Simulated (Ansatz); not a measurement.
Runs of Ansatz 0.2.0 on TaWC2. The structure is trigonal, space group R-3m (No. 166). The conventional cell has a = 3.144 Å, b = 3.144 Å, c = 15.305 Å, α = 90.00°, β = 90.00°, γ = 120.00°. W (site symmetry -3m) has 6 C at 2.21 Å as nearest neighbours. Ta (site symmetry -3m) is surrounded by 6 C at 2.23 Å. C (site symmetry 3m) is surrounded by 3 W at 2.21 Å and 3 Ta at 2.23 Å. The cell comes from a database or a generator and needn't be the stable form of this composition.

| level | U | hubbard projectors | double counting | gap on the mesh (eV) | pressure (GPa) | largest force (eV/Å) |
| --- | --- | --- | --- | --- | --- | --- |
| LDA | - | - | - | none | -16.6 | (b) |
| LDA+U | Ta d U = 6 eV, W d U = 6 eV | ortho-atomic (the default) | fll (the default) | none | -13.2 | 0.26 |
| LDA+U | Ta d U = 2 eV, W d U = 2 eV | ortho-atomic (the default) | fll (the default) | none | -15.7 | 0.01 |
| LDA+U | Ta d U = 5 eV, W d U = 5 eV | ortho-atomic (the default) | fll (the default) | none | -13.9 | 0.17 |
| LDA+U | Ta d U = 8 eV, W d U = 8 eV | ortho-atomic (the default) | fll (the default) | none | -9.5 | 0.45 |
| LDA+U | Ta d U = 4 eV, W d U = 4 eV | ortho-atomic (the default) | fll (the default) | none | -14.6 | (c) |
| LDA+U | Ta d U = 3 eV, W d U = 3 eV | ortho-atomic (the default) | fll (the default) | none | -15.2 | (d) |
| LDA+U | Ta d U = 1 eV, W d U = 1 eV | ortho-atomic (the default) | fll (the default) | none | -16.2 | (a) |

Alike in all rows: task band structure; potentials or basis Ansatz PAW; no spin polarisation; cell as given; k mesh 10 × 10 × 10; cutoff (eV) 420; smearing fermi-dirac 0.05 eV.

**Question.** Fill in the values left out.

**Answer.** (a) 0.05; (b) 0.08; (c) 0.09; (d) 0.03.

Caveats: spin-orbit coupling is left out, which moves the levels of the heavy elements; the PAW data sets come from PBE, with cores solved anew for the run's functional, which leaves a small shift of forces and pressure; U without spin polarisation on a metal has little footing (some runs); the U is typed as a test and isn't derived for this compound (some runs).

A k mesh can miss the band edges, and the runs leave out spin-orbit coupling on Ta, W.

A gap of «none» marks a metal or a gap under the smearing width.
